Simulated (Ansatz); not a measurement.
# 1-ethyl-3-methylimidazolium mesylate (C7H14N2O3S): the relaxed shape and its frontier levels

What does 1-ethyl-3-methylimidazolium mesylate (C7H14N2O3S) look like as a singlet, and where do its frontier electrons sit?

Method: RKS PBE0-D4/def2-TZVP; program: Ansatz 0.2.0, Gaussian basis.

The runs, in order: relaxation at PBE-D4/def2-SVP; a single point at PBE0-D4/def2-TZVP.

4 further runs of the same task are left out: 4 that didn't finish.

**1. Where the work starts**

SMILES `CCn1cc[n+](C)c1.CS(=O)(=O)[O-]`, 27 atoms, charge 0, spin multiplicity 1.

Atoms are counted from 1 here; the program's logs count them from 0.

Bond lengths: C1–C2 1.524 Å, C1–H9 1.086 Å, C1–H10 1.087 Å, C1–H11 1.088 Å, C2–N3 1.441 Å, C2–H12 1.091 Å, C2–H13 1.092 Å, N3–C4 1.368 Å, N3–C8 1.333 Å, C4–C5 1.352 Å, C4–H14 1.069 Å, C5–N6 1.371 Å, C5–H15 1.069 Å, N6–C7 1.435 Å, N6–C8 1.330 Å, C7–H16 1.095 Å, C7–H17 1.087 Å, C7–H18 1.089 Å and more. Angles: C2–C1–H9 109.6°, C2–C1–H10 110.8°, C2–C1–H11 110.6°, H9–C1–H10 108.6°, H9–C1–H11 108.6°, H10–C1–H11 108.6°, C1–C2–N3 111.9°, C1–C2–H12 111.2°, C1–C2–H13 111.5°, N3–C2–H12 107.2°, N3–C2–H13 107.0°, H12–C2–H13 107.9°, C2–N3–C4 125.4°, C2–N3–C8 125.4°, C4–N3–C8 107.8°, N3–C4–C5 107.5°, N3–C4–H14 121.8°, C5–C4–H14 130.7° and more.

The start is a GFN2-xTB geometry.

**2. Relaxation at PBE-D4/def2-SVP**

Input file in.yaml:

```yaml
crystal:
  periodic: [false, false, false]
  atoms:
    - {symbol: C, position_ang: [3.048900, 1.397210, 1.149580]}
    - {symbol: C, position_ang: [2.137960, 0.501920, 0.317380]}
    - {symbol: N, position_ang: [0.788780, 0.489610, 0.823280]}
    - {symbol: C, position_ang: [0.287300, -0.413980, 1.720030]}
    - {symbol: C, position_ang: [-1.051010, -0.230870, 1.776360]}
    - {symbol: N, position_ang: [-1.360330, 0.789980, 0.914480]}
    - {symbol: C, position_ang: [-2.692960, 1.136920, 0.509070]}
    - {symbol: C, position_ang: [-0.239150, 1.156770, 0.299460]}
    - {symbol: H, position_ang: [4.053100, 1.378800, 0.736040]}
    - {symbol: H, position_ang: [3.091520, 1.053160, 2.180240]}
    - {symbol: H, position_ang: [2.689280, 2.423590, 1.140340]}
    - {symbol: H, position_ang: [2.090830, 0.841180, -0.718510]}
    - {symbol: H, position_ang: [2.487440, -0.532170, 0.315270]}
    - {symbol: H, position_ang: [0.915340, -1.122130, 2.216490]}
    - {symbol: H, position_ang: [-1.804180, -0.752860, 2.327090]}
    - {symbol: H, position_ang: [-3.065220, 0.315750, -0.113000]}
    - {symbol: H, position_ang: [-2.671240, 2.054850, -0.073560]}
    - {symbol: H, position_ang: [-3.328590, 1.261880, 1.384960]}
    - {symbol: H, position_ang: [-0.153290, 1.986240, -0.373120]}
    - {symbol: C, position_ang: [-0.684510, -2.182540, -2.880250]}
    - {symbol: S, position_ang: [-0.627190, -1.302770, -1.298670]}
    - {symbol: O, position_ang: [-1.937370, -1.456680, -0.679190]}
    - {symbol: O, position_ang: [0.465370, -1.884830, -0.531790]}
    - {symbol: O, position_ang: [-0.356050, 0.111290, -1.657810]}
    - {symbol: H, position_ang: [-1.460410, -1.726300, -3.477110]}
    - {symbol: H, position_ang: [0.285340, -2.077550, -3.344430]}
    - {symbol: H, position_ang: [-0.909650, -3.216450, -2.662630]}
basis:
  gaussian: {orbitals: def2-SVP}
hamiltonian: {xc: pbe, dispersion: d4}
scf: {lower_state_search: "off"}
output: {orbitals: {seedname: orbitals}}
relax: {f_tol: 0.03, max_steps: 70}
```

Started as:

```console
$ ansatz run in.yaml --threads 4 --pin off --events-out ev --progress --plain --max-ram 6963MiB
```

Further steps of the session: Single point, PBE0-D4/def2-TZVP.

Q: Predict the results of all the runs planned. Wanted: point group; commonest bond, hydrogen aside; HOMO, LUMO at PBE0-D4/def2-TZVP; dipole at PBE-D4/def2-SVP.

**Answer**, as computed:

| quantity | value |
| --- | --- |
| point group | C1 |
| commonest bond, hydrogen aside | C–N, 6 of mean length 1.398 Å |
| HOMO, LUMO at PBE0-D4/def2-TZVP | -6.36, -0.77 eV |
| dipole at PBE-D4/def2-SVP | 6.78 D |

What this shows: The molecule keeps its bonding pattern by the stored test; the atoms moved 0.96 Å (rms). No usable vibrations, so a minimum isn't proven. The HOMO lies nearest to O22, O23, O24 about 32 % each and the LUMO to C8 35 %; N3, N6 about 16 % each. The point group is read from a loosely relaxed geometry; soft torsions can leave it below the true symmetry.
